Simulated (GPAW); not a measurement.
The system is MoN2.

```xyz
6
Lattice="4.3481 0.0000 0.0000 0.0000 4.3481 0.0000 0.0000 0.0000 2.7675" Properties=species:S:1:pos:R:3 pbc="T T T"
Mo    0.0000    0.0000    0.0000
Mo    2.1740    2.1740    0.0000
N     2.6595    3.8626    1.3837
N     1.6886    0.4854    1.3837
N     0.4854    2.6595    1.3837
N     3.8626    1.6886    1.3837
```

Measurements of this composition are mostly on another form, of space group No. 160.

Base run:

| Item | Value |
| --- | --- |
| Program | GPAW 26.7.0 |
| Functional | PBEsol |
| Potentials or basis | PAW data sets generated in the run's folder for this functional |
| Cutoff | 800 eV |
| Basis | pw |
| k mesh | 5 × 5 × 7 |
| Occupations | fermi-dirac, width 0.05 eV |
| Spin | no spin polarisation |
| Hubbard terms | Mo d U = 4 eV |

Its results: pressure -7.2 GPa; largest force 0.359 eV/Å.

**Question.** The run is repeated on the same cell with these changes: hubbard terms from Mo d U = 4 eV to Mo d U = 3 eV. What comes out?

**Answer.** Pressure -11.5 GPa; largest force 0.197 eV/Å.

Caveats: U without spin polarisation on a metal has little footing.

Not every run made on this cell is shown here.
